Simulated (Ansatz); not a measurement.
# ClGaH2O (built from SMILES [OH][GaH][Cl]): single points off equilibrium

Aim: energy, forces and dipole at a displaced guess of a reacting structure, from CCSD(T) and from density functionals.

Method: single points in def2-TZVPP; program: Ansatz 0.2.0, Gaussian basis.

Correlated methods freeze the cores. Filled d shells of the heavier atoms are correlated.

## (1) Where the work starts

5 atoms, charge 0, spin multiplicity 1.

Atoms are counted from 1 here; the program's logs count them from 0.

Bond lengths: Ga1–O3 2.128 Å, H2–O3 1.202 Å. Angles: Ga1–O3–H2 72.7°.

As a file:

```xyz
5
charge 0, multiplicity 1
Ga    1.4840   -0.2957    0.4792
H    -0.0213    0.3350   -0.8578
O     0.0497   -0.8579   -0.9887
H    -0.6808   -0.1059   -0.1871
Cl   -0.8814    0.9851    1.2268
```

## (2) CCSD(T)/def2-TZVPP

File run/in.yaml:

```yaml
crystal:
  periodic: [false, false, false]
  atoms:
    - {symbol: Ga, position_ang: [1.484000, -0.295700, 0.479200]}
    - {symbol: H, position_ang: [-0.021300, 0.335000, -0.857800]}
    - {symbol: O, position_ang: [0.049700, -0.857900, -0.988700]}
    - {symbol: H, position_ang: [-0.680800, -0.105900, -0.187100]}
    - {symbol: Cl, position_ang: [-0.881400, 0.985100, 1.226800]}
basis:
  gaussian: {orbitals: def2-TZVPP}
correlation: {method: ccsd_t}
output: {forces: true}
```

The command line of these runs was not kept.

## (3) PBE0-D4/def2-TZVPP

Edit run/in.yaml of step 2 so:

```diff
@@ -10,3 +10,3 @@
   gaussian: {orbitals: def2-TZVPP}
-correlation: {method: ccsd_t}
-output: {forces: true}
+hamiltonian: {xc: pbe0, dispersion: d4}
+output: {forces: true, orbitals: {seedname: orbitals}}
```

## (4) wB97M-V/def2-TZVPP

Edit run/in.yaml of step 3 so:

```diff
@@ -10,3 +10,3 @@
   gaussian: {orbitals: def2-TZVPP}
-hamiltonian: {xc: pbe0, dispersion: d4}
-output: {forces: true, orbitals: {seedname: orbitals}}
+hamiltonian: {xc: {name: wB97M-V}}
+output: {forces: true}
```

## (5) r2SCAN-D4/def2-TZVPP

Edit run/in.yaml of step 4 so:

```diff
@@ -10,3 +10,3 @@
   gaussian: {orbitals: def2-TZVPP}
-hamiltonian: {xc: {name: wB97M-V}}
+hamiltonian: {xc: r2scan, dispersion: d4}
 output: {forces: true}
```

## (6) PBE-D4/def2-TZVPP

Edit run/in.yaml of step 5 so:

```diff
@@ -10,3 +10,3 @@
   gaussian: {orbitals: def2-TZVPP}
-hamiltonian: {xc: r2scan, dispersion: d4}
+hamiltonian: {xc: pbe, dispersion: d4}
 output: {forces: true}
```

## (7) revPBE-D4/def2-TZVPP

Edit run/in.yaml of step 6 so:

```diff
@@ -10,3 +10,3 @@
   gaussian: {orbitals: def2-TZVPP}
-hamiltonian: {xc: pbe, dispersion: d4}
+hamiltonian: {xc: {name: revPBE}, dispersion: d4}
 output: {forces: true}
```

## (8) CAM-B3LYP-D4/def2-TZVPP

Edit run/in.yaml of step 7 so:

```diff
@@ -10,3 +10,3 @@
   gaussian: {orbitals: def2-TZVPP}
-hamiltonian: {xc: {name: revPBE}, dispersion: d4}
+hamiltonian: {xc: {name: CAM-B3LYP}, dispersion: d4}
 output: {forces: true}
```

(Steps that only read results are left out.)

**Question.** What will these runs give? Wanted: energy less free atoms, CCSD(T)/def2-TZVPP; RMS force component; RMS force error; HOMO and LUMO, PBE0-D4; T1 diagnostic.

As calculated:

```
                                  quantity                                                                                                  value
energy less free atoms, CCSD(T)/def2-TZVPP                                                                                         -1118.9 kJ/mol
                       RMS force component                                                                   1.873 to 2.318 eV/Å over the methods
                           RMS force error  PBE0-D4 0.077, wB97M-V 0.129, r2SCAN-D4 0.121, PBE-D4 0.334, revPBE-D4 0.434, CAM-B3LYP-D4 0.141 eV/Å
                    HOMO and LUMO, PBE0-D4                                                                                     -7.74 and -2.13 eV
                             T1 diagnostic                                                                                                  0.018
```

What this shows: Against CCSD(T) the functionals' energies less atoms differ by -113.4 to -22.8 kJ/mol, PBE-D4 by -113.4 kJ/mol. CCSD(T) in triple zeta still lacks some correlation energy of the bonds, so part of these gaps is its own basis error and they don't rank the functionals. On forces the order runs from PBE0-D4 to revPBE-D4. Frozen-core CCSD(T) forces in triple zeta carry basis errors of their own, and this is one geometry, so small gaps rank nothing.
